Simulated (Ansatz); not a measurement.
# C₂H₄AlBr: geometry and vibrations

The task is to find a stationary geometry of C₂H₄AlBr, check the end point by its vibrations and derive ideal-gas thermochemistry, and look at its orbitals and charge.

The runs use Ansatz 0.2.0, Gaussian basis; RKS PBE0-D4/def2-TZVP.

Levels to be run: relaxation at PBE-D4/def2-SVP; relaxation at PBE0-D4/def2-TZVP; harmonic vibrations at the same level; a single point in def2-TZVPP for the fields.

### 1 The starting structure

SMILES `Br[CH]1[CH2][AlH]1`, 8 atoms, charge 0, spin multiplicity 1.

Atoms are counted from 1 here; the program's logs count them from 0.

Bond lengths: Br1–C2 1.880 Å, C2–C3 1.493 Å, C2–Al4 1.986 Å, C2–H5 1.126 Å, C3–Al4 1.939 Å, C3–H6 1.118 Å, C3–H7 1.160 Å, Al4–H8 1.606 Å. Angles: Br1–C2–C3 112.5°, Br1–C2–Al4 114.3°, Br1–C2–H5 120.3°, C3–C2–Al4 66.0°, C3–C2–H5 115.2°, Al4–C2–H5 116.6°, C2–C3–Al4 69.3°, C2–C3–H6 117.0°, C2–C3–H7 115.3°, Al4–C3–H6 118.7°, Al4–C3–H7 113.6°, H6–C3–H7 115.2°, C2–Al4–C3 44.7°, C2–Al4–H8 143.4°, C3–Al4–H8 146.6°.

Coordinates:

```mol
C2H4AlBr
  3D, bonds by distance, orders not assigned

  8  8  0  0  0  0  0  0  0  0999 V2000
   -1.9478    1.1802   -0.0213 Br  0  0
   -0.3276    0.4665   -0.6545 C   0  0
    0.7066    0.3574    0.4172 C   0  0
    0.0301   -1.3951   -0.0638 Al  0  0
    0.0628    0.7579   -1.6696 H   0  0
    0.4451    0.7768    1.4205 H   0  0
    1.7985    0.5447    0.0725 H   0  0
   -0.6755   -2.7454    0.4431 H   0  0
  1  2  8  0
  2  3  8  0
  3  4  8  0
  2  5  8  0
  3  6  8  0
  3  7  8  0
  4  8  8  0
  2  4  8  0
M  END
```

The start is a force-field geometry with small random shifts, so a cheaper pass at PBE-D4/def2-SVP comes first.

### 2 Relaxation at PBE-D4/def2-SVP (cheap first pass)

in.yaml

```yaml
crystal:
  periodic: [false, false, false]
  atoms:
    - {symbol: Br, position_ang: [-1.947800, 1.180200, -0.021300]}
    - {symbol: C, position_ang: [-0.327600, 0.466500, -0.654500]}
    - {symbol: C, position_ang: [0.706600, 0.357400, 0.417200]}
    - {symbol: Al, position_ang: [0.030100, -1.395100, -0.063800]}
    - {symbol: H, position_ang: [0.062800, 0.757900, -1.669600]}
    - {symbol: H, position_ang: [0.445100, 0.776800, 1.420500]}
    - {symbol: H, position_ang: [1.798500, 0.544700, 0.072500]}
    - {symbol: H, position_ang: [-0.675500, -2.745400, 0.443100]}
basis:
  gaussian: {orbitals: def2-SVP}
hamiltonian: {xc: pbe, dispersion: d4}
relax: {f_tol: 0.03, max_steps: 200}
```

The run is started by

```console
$ ansatz run in.yaml --threads 2 --pin off --events-out ev --progress --plain --max-ram 4352MiB
```

The log of the run, cut to the lines that bear on the results:

```text
Functional definition: PBE
  name "PBE"
  cite "Perdew, Burke & Ernzerhof, Phys. Rev. Lett. 77, 3865 (1996) doi:10.1103/PhysRevLett.77.3865"
  parent pbe
[...]
1086 factors; their error is unknown
[...]
mean field -78750.71395675 eV, -2894.0353587595 hartree, gradient 1.5e-5 eV, S^2 0.000000; 1 other end points of the search recorded, 0 dependent functions left out
[...]
reference -78750.71399339 eV, -2894.0353601058 hartree; 32, 32 occupied and 66, 66 virtual orbitals, 1086 factors
relax step   1: F+E_penalty+E_count = -78750.89335639 eV  Δ(F+E_penalty+E_count) = +0.000e0 eV  max|allowed force component| = 2.677e0 eV/Å  Δτ_max = 0.0000 Å  (42 SCF iters, accepted)
[...]
relax step   4: F+E_penalty+E_count = -78751.35999134 eV  Δ(F+E_penalty+E_count) = -1.079e-2 eV  max|allowed force component| = 1.014e-1 eV/Å  Δτ_max = 0.0359 Å  (29 SCF iters, accepted)
[...]
relax step   7: F+E_penalty+E_count = -78751.44829536 eV  Δ(F+E_penalty+E_count) = -4.792e-2 eV  max|allowed force component| = 7.775e-1 eV/Å  Δτ_max = 0.1942 Å  (29 SCF iters, accepted)
[...]
relax step  10: F+E_penalty+E_count = -78751.51879837 eV  Δ(F+E_penalty+E_count) = -4.520e-3 eV  max|allowed force component| = 2.880e-1 eV/Å  Δτ_max = 0.0833 Å  (30 SCF iters, accepted)
[...]
relax step  12: F+E_penalty+E_count = -78751.53229433 eV  Δ(F+E_penalty+E_count) = -5.182e-3 eV  max|allowed force component| = 7.915e-2 eV/Å  Δτ_max = 0.0360 Å  (30 SCF iters, accepted)
[...]
relax step  13: F+E_penalty+E_count = -78751.53267700 eV  Δ(F+E_penalty+E_count) = -3.827e-4 eV  max|allowed force component| = 2.823e-2 eV/Å  Δτ_max = 0.0056 Å  (31 SCF iters, accepted)
1086 factors; their error is unknown
[...]
mean field -78751.35040298 eV, -2894.0587477271 hartree, gradient 2.3e-5 eV, S^2 0.000000; 1 other end points of the search recorded, 0 dependent functions left out
[...]
reference -78751.35043957 eV, -2894.0587490717 hartree; 32, 32 occupied and 66, 66 virtual orbitals, 1086 factors
Total energy: -78751.53271359 eV, -2894.0654475183 hartree
Atom 0 at    -2.059778     0.630624    -0.052670 Å, force    -0.007324     0.000840     0.003541 eV/Å
Atom 1 at    -0.093822     0.394952    -0.779356 Å, force     0.010838     0.022142    -0.020285 eV/Å
Atom 2 at     0.766235     0.378423     0.490552 Å, force     0.004400    -0.009215    -0.015424 eV/Å
Atom 3 at    -0.322088    -1.231966     0.223134 Å, force     0.000253     0.004948     0.000577 eV/Å
Atom 4 at    -0.011848     1.126555    -1.604711 Å, force    -0.006145    -0.028232     0.027260 eV/Å
Atom 5 at     0.707431     1.199882     1.234273 Å, force    -0.000613    -0.007064    -0.006496 eV/Å
Atom 6 at     1.821449     0.209394     0.175440 Å, force    -0.004175     0.005451     0.013125 eV/Å
Atom 7 at    -0.715380    -2.764864     0.257438 Å, force     0.002764     0.011131    -0.002298 eV/Å
Dipole moment:     0.127353    -0.062811    -0.004329 e Å
```

It took 22 s on 2 threads of Arm Neoverse V2, shared host.

Step by step:

```csv
step,energy from step 1 (eV),largest force component (eV/Å)
1,0.0000,2.6770
2,-0.3623,1.2291
3,-0.4558,0.2045
4,-0.4666,0.1014
5,-0.4747,0.1476
6,-0.5070,0.5482
7,-0.5549,0.7775
8,-0.6070,0.6625
9,-0.6209,0.3711
10,-0.6254,0.2880
11,-0.6338,0.2983
12,-0.6389,0.0792
13,-0.6393,0.0282
```

Distances of close pairs at the start and the end, largest changes first:

```csv
bond,before (Å),after (Å),change (Å)
Br1–Al4,3.247,2.562,-0.685
Br1–C2,1.880,2.109,+0.229
C2–Al4,1.986,1.925,-0.061
C3–H7,1.160,1.114,-0.046
C2–C3,1.493,1.534,+0.041
C3–Al4,1.939,1.962,+0.023
Al4–H8,1.606,1.583,-0.023
C2–H5,1.126,1.106,-0.020
```

### 3 Relaxation at PBE0-D4/def2-TZVP

in.yaml

```yaml
crystal:
  periodic: [false, false, false]
  atoms:
    - {symbol: Br, position_ang: [-2.059778, 0.630624, -0.052670]}
    - {symbol: C, position_ang: [-0.093822, 0.394952, -0.779356]}
    - {symbol: C, position_ang: [0.766235, 0.378423, 0.490552]}
    - {symbol: Al, position_ang: [-0.322088, -1.231966, 0.223134]}
    - {symbol: H, position_ang: [-0.011848, 1.126555, -1.604711]}
    - {symbol: H, position_ang: [0.707431, 1.199882, 1.234273]}
    - {symbol: H, position_ang: [1.821449, 0.209394, 0.175440]}
    - {symbol: H, position_ang: [-0.715380, -2.764864, 0.257438]}
basis:
  gaussian: {orbitals: def2-TZVP}
hamiltonian: {xc: pbe0, dispersion: d4}
relax: {f_tol: 0.005, max_steps: 150}
```

Same command.

The log of the run, cut to the lines that bear on the results:

```text
Functional definition: PBE0
  name "PBE0"
  cite "Adamo & Barone, J. Chem. Phys. 110, 6158 (1999) doi:10.1063/1.478522"
  cite "Perdew, Burke & Ernzerhof, Phys. Rev. Lett. 77, 3865 (1996) doi:10.1103/PhysRevLett.77.3865"
  parent pbe
[...]
1228 factors; their error is unknown
[...]
mean field -78767.82913331 eV, -2894.6643298971 hartree, gradient 3.2e-5 eV, S^2 0.000000; 0 other end points of the search recorded, 0 dependent functions left out
[...]
reference -78767.82916453 eV, -2894.6643310442 hartree; 32, 32 occupied and 139, 139 virtual orbitals, 1228 factors
relax step   1: F+E_penalty+E_count = -78767.98237354 eV  Δ(F+E_penalty+E_count) = +0.000e0 eV  max|allowed force component| = 5.369e-1 eV/Å  Δτ_max = 0.0000 Å  (32 SCF iters, accepted)
[...]
reference -78767.86912889 eV, -2894.6657997075 hartree; 32, 32 occupied and 139, 139 virtual orbitals, 1228 factors
Total energy: -78768.02332682 eV, -2894.6714663766 hartree
Atom 0 at    -2.017785     0.639409    -0.042113 Å, force     0.001630    -0.001147    -0.002223 eV/Å
Atom 1 at    -0.105000     0.387131    -0.781240 Å, force    -0.001880    -0.001920     0.003582 eV/Å
Atom 2 at     0.763255     0.362884     0.484964 Å, force     0.000786     0.003800     0.000428 eV/Å
Atom 3 at    -0.314005    -1.217645     0.209421 Å, force    -0.000813     0.001314    -0.001406 eV/Å
Atom 4 at    -0.006994     1.109615    -1.584680 Å, force    -0.000085    -0.000812     0.000335 eV/Å
Atom 5 at     0.675327     1.166099     1.216115 Å, force     0.002197    -0.000246     0.000800 eV/Å
Atom 6 at     1.805933     0.229457     0.175905 Å, force    -0.000878     0.000369    -0.000987 eV/Å
Atom 7 at    -0.708532    -2.733951     0.265728 Å, force    -0.000958    -0.001359    -0.000530 eV/Å
Dipole moment:     0.148390    -0.102990    -0.008027 e Å
```

It took 46 s on 2 threads of Arm Neoverse V2, shared host.

Step by step:

```csv
step,energy from step 1 (eV),largest force component (eV/Å)
1,0.0000,0.5369
2,-0.0339,0.3287
3,-0.0396,0.0543
4,-0.0402,0.0672
5,-0.0405,0.0309
6,-0.0407,0.0192
7,-0.0409,0.0150
8,-0.0409,0.0321
9,-0.0409,0.0038
```

Distances of close pairs at the start and the end, largest changes first:

```csv
bond,before (Å),after (Å),change (Å)
Br1–C2,2.109,2.066,-0.043
C3–Al4,1.962,1.932,-0.029
Br1–Al4,2.562,2.533,-0.029
C2–Al4,1.925,1.897,-0.027
C2–H5,1.106,1.085,-0.021
C3–H6,1.110,1.090,-0.020
C3–H7,1.114,1.096,-0.018
Al4–H8,1.583,1.568,-0.015
```

Mulliken charges at the end point, from the run's report:

```csv
atom,value (e)
Br1,-0.11
C2,-0.20
C3,-0.39
Al4,0.35
H5,0.16
H6,0.13
H7,0.13
H8,-0.07
```

### 4 Vibrations by finite differences

in.yaml

```yaml
crystal:
  periodic: [false, false, false]
  atoms:
    - {symbol: Br, position_ang: [-2.017785, 0.639409, -0.042113]}
    - {symbol: C, position_ang: [-0.105000, 0.387131, -0.781240]}
    - {symbol: C, position_ang: [0.763255, 0.362884, 0.484964]}
    - {symbol: Al, position_ang: [-0.314005, -1.217645, 0.209421]}
    - {symbol: H, position_ang: [-0.006994, 1.109615, -1.584680]}
    - {symbol: H, position_ang: [0.675327, 1.166099, 1.216115]}
    - {symbol: H, position_ang: [1.805933, 0.229457, 0.175905]}
    - {symbol: H, position_ang: [-0.708532, -2.733951, 0.265728]}
basis:
  gaussian: {orbitals: def2-TZVP}
hamiltonian: {xc: pbe0, dispersion: d4}
phonons: {temperatures: {t_min: 298.15, t_max: 900, t_step: 200}}
```

The command is unchanged.

The log of the run, cut to the lines that bear on the results:

```text
Functional definition: PBE0
  name "PBE0"
  cite "Adamo & Barone, J. Chem. Phys. 110, 6158 (1999) doi:10.1063/1.478522"
  cite "Perdew, Burke & Ernzerhof, Phys. Rev. Lett. 77, 3865 (1996) doi:10.1103/PhysRevLett.77.3865"
  parent pbe
[...]
1228 factors; their error is unknown
[...]
mean field -78767.86909853 eV, -2894.6657985916 hartree, gradient 3.0e-5 eV, S^2 0.000000; 0 other end points of the search recorded, 0 dependent functions left out
[...]
reference -78767.86912956 eV, -2894.6657997319 hartree; 32, 32 occupied and 139, 139 virtual orbitals, 1228 factors
[...]
1228 factors; their error is unknown
mean field -78767.86904394 eV, -2894.6657965854 hartree, gradient 1.3e-6 eV, S^2 0.000000; 0 other end points of the search recorded, 0 dependent functions left out
[...]
reference -78767.86907497 eV, -2894.6657977257 hartree; 32, 32 occupied and 139, 139 virtual orbitals, 1228 factors
[...]
Atom 0 at    -2.017785     0.639409    -0.042113 Å, force     0.001646    -0.001156    -0.002230 eV/Å
Atom 1 at    -0.105000     0.387131    -0.781240 Å, force    -0.001890    -0.001909     0.003589 eV/Å
Atom 2 at     0.763255     0.362884     0.484964 Å, force     0.000771     0.003794     0.000418 eV/Å
Atom 3 at    -0.314005    -1.217645     0.209421 Å, force    -0.000808     0.001339    -0.001411 eV/Å
Atom 4 at    -0.006994     1.109615    -1.584680 Å, force    -0.000086    -0.000823     0.000343 eV/Å
Atom 5 at     0.675327     1.166099     1.216115 Å, force     0.002210    -0.000253     0.000796 eV/Å
Atom 6 at     1.805933     0.229457     0.175905 Å, force    -0.000883     0.000375    -0.000979 eV/Å
Atom 7 at    -0.708532    -2.733951     0.265728 Å, force    -0.000961    -0.001367    -0.000527 eV/Å
Dipole moment:     0.148390    -0.102990    -0.008027 e Å
Vibrations: 158.76 271.23 407.40 447.89 487.69 609.73 650.25 656.97 884.63 917.53 1003.25 1061.61 1098.65 1415.04 1992.19 3053.87 3131.15 3178.00 cm⁻¹, zero-point energy 1.328233 eV
```

Wall time 2.7 min (2 threads of Arm Neoverse V2, shared host).

Motions are named by where the mode's potential energy lies. The modes, unscaled (a negative number is an imaginary wavenumber):

```csv
mode,cm⁻¹,motion
1,159,bend with Al–Br stretch
2,271,bend
3,407,bend with C–Br stretch
4,448,bend
5,488,bend
6,610,bend with Al–C stretch
7,650,bend with Al–C stretch
8,657,bend
9,885,bend
10,918,bend
11,1003,bend with C–C stretch
12,1062,bend
13,1099,bend
14,1415,bend
15,1992,Al–H stretch
16,3054,C–H stretch
17,3131,C–H stretch
18,3178,C–H stretch
```

From these modes and the moments of inertia (298.15 K, 1 bar, symmetry number 1):

```csv
term,value
zero-point energy,30.6 kcal/mol
H(298) − E,34.6 kcal/mol
"entropy, translation",170.0 J/(mol K)
"entropy, rotation",110.4 J/(mol K)
"entropy, vibration",34.6 J/(mol K)
"entropy, total",315.1 J/(mol K)
```

### 5 A single point for the fields

in.yaml, as its differences from that of step 4:

```diff
@@ -12,4 +12,4 @@
 basis:
-  gaussian: {orbitals: def2-TZVP}
+  gaussian: {orbitals: def2-TZVPP}
 hamiltonian: {xc: pbe0, dispersion: d4}
-phonons: {temperatures: {t_min: 298.15, t_max: 900, t_step: 200}}
+output: {orbitals: {seedname: orbitals}}
```

The command is unchanged.

The log of the run:

```text
Functional definition: PBE0
  name "PBE0"
  cite "Adamo & Barone, J. Chem. Phys. 110, 6158 (1999) doi:10.1063/1.478522"
  cite "Perdew, Burke & Ernzerhof, Phys. Rev. Lett. 77, 3865 (1996) doi:10.1103/PhysRevLett.77.3865"
  parent pbe
  parameter a = 0.25
  parameter kappa = 0.804
  parameter beta = 0.06672455060314922
  exchange = (1 - a)*pbe_x(kappa = kappa, mu = beta*pi^2/3) + a*exact_x
  correlation = pbe_c(beta = beta)
1309 factors; their error is unknown
mean field evaluation 1: about -78756.0021 eV, gradient 6.8e1 eV
mean field evaluation 2: about -78722.6538 eV, gradient 1.2e2 eV
mean field evaluation 4: about -78767.3831 eV, gradient 5.9e0 eV
mean field evaluation 8: about -78767.4724 eV, gradient 1.3e-1 eV
mean field evaluation 16: about -78767.9071 eV, gradient 4.2e-4 eV
mean field -78767.90711598 eV, -2894.6671957070 hartree, gradient 2.0e-5 eV, S^2 0.000000; 0 other end points of the search recorded, 0 dependent functions left out
reference -78767.90714735 eV, -2894.6671968600 hartree; 32, 32 occupied and 176, 176 virtual orbitals, 1309 factors
Total energy: -78768.06134527 eV, -2894.6728635290 hartree
```

Wall time 4.3 s (2 threads of Arm Neoverse V2, shared host).

The fields below are evaluated on a grid from the run's orbitals.

Frontier orbitals at PBE0-D4/def2-TZVPP, with the share of their density that lies nearest to each atom:

```csv
orbital,energy (eV),lies on
HOMO,-6.31,C2 33 %; C3 18 %; Al4 17 %
LUMO,-0.90,Br1 34 %; C2 33 %; Al4 10 %
```

ELF in a plane through or near 3 of the atoms.

Values, 10 rows by 14 columns:
```
0.00 0.00 0.00 0.00 0.00 0.00 0.00 0.01 0.00 0.00 0.00 0.00 0.00 0.00
0.00 0.00 0.00 0.00 0.00 0.01 0.21 0.47 0.42 0.12 0.00 0.00 0.00 0.00
0.00 0.00 0.00 0.00 0.00 0.04 0.59 0.84 0.84 0.60 0.04 0.00 0.00 0.00
0.00 0.00 0.00 0.00 0.02 0.08 0.46 0.63 0.65 0.38 0.02 0.00 0.00 0.00
0.00 0.00 0.00 0.00 0.02 0.34 0.50 0.54 0.20 0.09 0.74 0.85 0.12 0.00
0.00 0.00 0.00 0.00 0.09 0.49 0.72 0.55 0.76 0.46 1.00 1.00 0.83 0.01
0.00 0.00 0.00 0.01 0.21 0.79 0.75 0.85 0.31 0.45 1.00 1.00 0.57 0.00
0.00 0.00 0.00 0.00 0.13 0.72 0.61 0.36 0.35 0.12 0.49 0.46 0.01 0.00
0.00 0.00 0.00 0.00 0.00 0.03 0.03 0.02 0.01 0.00 0.00 0.00 0.00 0.00
0.00 0.00 0.00 0.00 0.00 0.00 0.00 0.00 0.00 0.00 0.00 0.00 0.00 0.00
```
The map spans 10.7 Å across and 9.0 Å up, centred on the molecule. Atoms in the plane (x, y in Å): C3 (-0.6, -0.7), Al4 (1.2, -0.3), H8 (2.8, -0.5).

On the surface of density 0.002 e/bohr³ the electrostatic potential runs, from the 1st to the 99th percentile, from -0.61 V near C2 to 2.02 V near Al4.

### 6 What came out

```
                  quantity            value
               point group               C1
                     steps           13 + 9
shift from the start (rms)          0.375 Å
              total energy   -78768.0233 eV
           dispersion term         -154 meV
             dipole moment           0.87 D
lowest, highest wavenumber   159, 3178 cm⁻¹
         zero-point energy    30.6 kcal/mol
       entropy at 298.15 K  315.1 J/(mol K)
                HOMO, LUMO  -6.31, -0.90 eV
```

**Reading.** The atoms moved 0.38 Å (rms) from the start; the bond that changed most is Br1–Al4, from 3.247 to 2.533 Å. The bonds at the end are not those of the start, so the run found another structure. All wavenumbers are real, so the end point is a minimum. The stiffest mode, 3178 cm⁻¹, is a C–H stretch. Harmonic hybrid wavenumbers usually lie a few per cent above measured fundamentals. The largest Mulliken charge, -0.39 e, sits on C3. The HOMO lies mostly on C2 33 %; C3 18 % and the LUMO on Br1 34 %; C2 33 %.
